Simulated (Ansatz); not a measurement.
# GdN: the cost of one run

Program: Ansatz 0.2.0. Level of theory: DFT LDA+U (U_eff = 2 eV on Gd f), plane waves, PAW, no spin–orbit coupling unless a run says so. These are calculated values, not measurements.

**1. The system as given**

It takes space group Fm-3m (No. 225, cubic). The conventional cell has a = 4.999 Å, b = 4.999 Å, c = 4.999 Å, α = 90.00°, β = 90.00°, γ = 90.00°. Gd (site symmetry m-3m) has 6 N at 2.50 Å as nearest neighbours. Around N (site symmetry m-3m) lie 6 Gd at 2.50 Å.

Coordinates:

```cif
data_structure
_symmetry_space_group_name_H-M 'P 1'
_symmetry_Int_Tables_number 1
_cell_length_a 3.5348
_cell_length_b 3.5348
_cell_length_c 3.5348
_cell_angle_alpha 60.000
_cell_angle_beta 60.000
_cell_angle_gamma 60.000
_cell_volume 31.23
loop_
_atom_site_label
_atom_site_type_symbol
_atom_site_fract_x
_atom_site_fract_y
_atom_site_fract_z
_atom_site_occupancy
Gd1 Gd 0.50000 0.50000 0.50000 1
N1 N 0.00000 0.00000 0.00000 1
```

Magnetic order typed: ferromagnetic.

An earlier series on this cell reached its lowest free state from «random orbitals: drawn by pairs, first filling», perhaps among other starts.

**2. From atoms, default search**

input.yaml reads:

```yaml
crystal:
  lattice:
    - [0.0, 2.49949857, 2.49949857]
    - [2.49949857, 0.0, 2.49949857]
    - [2.49949857, 2.49949857, 0.0]
  atoms:
    - { symbol: Gd, position: [0.5, 0.5, 0.5], spin: 7.0, spin_axis: [0.57735, 0.57735, 0.57735] }
    - { symbol: "N", position: [0.0, 0.0, 0.0] }
basis:
  ecutwfc: 420
  ecutrho_ratio: 4
kpoints:
  mp_grid: { grid: [7, 7, 7] }
hamiltonian:
  xc: lda
  hubbard: { sites: [{ site: 0, l: f, u_eff: 2.0 }] }
scf:
  occupations: { method: gaussian, width: 0.05 }
output:
  forces: true
  stress: true
  eigenvalues: true
  populations: true
  hubbard: { sites: [{ site: 0, l: f }] }
  write_density: true
  write_potential: true
  elf: true
  volumetric_format: npy
magnetization:
  noncollinear: true
  spin_orbit: true
```

This run includes spin–orbit coupling.

Command:

```sh
ansatz run input.yaml --threads 2 --pin off --max-ram 3072MiB --backend cpu --events-out ev --progress --plain --runs-dir out
```

Q: Estimate wall time and peak memory on 2 threads of AMD EPYC 9R45 (Zen 5), shared host.

About 9.7 s, with a peak of 0.59 GiB.
